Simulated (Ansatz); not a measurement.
# Ga3H: the cost of one run

Computed with Ansatz 0.2.0 (DFT PBE, scalar-relativistic, plane waves, PAW, unless a step's input says otherwise).

### Step 1. The structure to begin with

Symmetry: P6_3/mmc, No. 194, hexagonal system. The conventional cell has a = 5.557 Å, b = 5.557 Å, c = 4.460 Å, α = 90.00°, β = 90.00°, γ = 120.00°. Ga (site symmetry mm2) has 4 H at 2.75 to 2.78 Å and 8 Ga at 2.75 to 2.78 Å as nearest neighbours. H (site symmetry -6m2) is surrounded by 12 Ga at 2.75 to 2.78 Å.

As a file:

```xyz
8
Lattice="5.5569 0.0000 0.0000 -2.7784 4.8124 0.0000 0.0000 0.0000 4.4602" Properties=species:S:1:pos:R:3 pbc="T T T"
Ga    2.7784    3.2050    1.1151
Ga   -1.3864    4.0087    3.3452
Ga    1.3920    0.8037    1.1151
Ga    0.0000    1.6073    3.3452
Ga    4.1649    0.8037    1.1151
Ga    1.3864    4.0087    3.3452
H     0.0000    3.2082    1.1151
H     2.7784    1.6041    3.3452
```

This is candidate A: Ni3Sn (D0_19) type (P6_3/mmc, No. 194).

(A quick probe on a coarse mesh, which set the mesh and smearing, is not shown.)

### Step 3. Rough relaxation on the coarse mesh (candidate A)

The input, input.yaml:

```yaml
crystal:
  lattice:
    - [5.5568503415, 0.0, 0.0]
    - [-2.7784251707, 4.8123735608, 0.0]
    - [0.0, 0.0, 4.4602297784]
  atoms:
    - { symbol: Ga, position: [0.833, 0.666, 0.25] }
    - { symbol: Ga, position: [0.167, 0.833, 0.75] }
    - { symbol: Ga, position: [0.334, 0.167, 0.25] }
    - { symbol: Ga, position: [0.167, 0.334, 0.75] }
    - { symbol: Ga, position: [0.833, 0.167, 0.25] }
    - { symbol: Ga, position: [0.666, 0.833, 0.75] }
    - { symbol: H, position: [0.3333333333, 0.6666666667, 0.25] }
    - { symbol: H, position: [0.6666666667, 0.3333333333, 0.75] }
basis:
  ecutwfc: 420
kpoints:
  mp_grid: { grid: [6, 6, 4] }
hamiltonian:
  xc: pbe
scf:
  occupations: { method: gaussian, width: 0.1 }
  lower_state_search: "off"
output:
  forces: true
  stress: true
  eigenvalues: true
relax:
  adjacent_minimum: "off"
  f_tol: 0.04
  max_steps: 70
  cell: { stress_tol: 0.4 }
```

Started as:

```sh
$ ansatz run input.yaml --threads 1 --pin off --max-ram 2560MiB --backend cpu --events-out ev --progress --plain --runs-dir out
```

What time and memory should one allow on 1 thread of AMD EPYC 7R43 (Zen 3), shared host?

About 71 s, with a peak of 0.48 GiB.
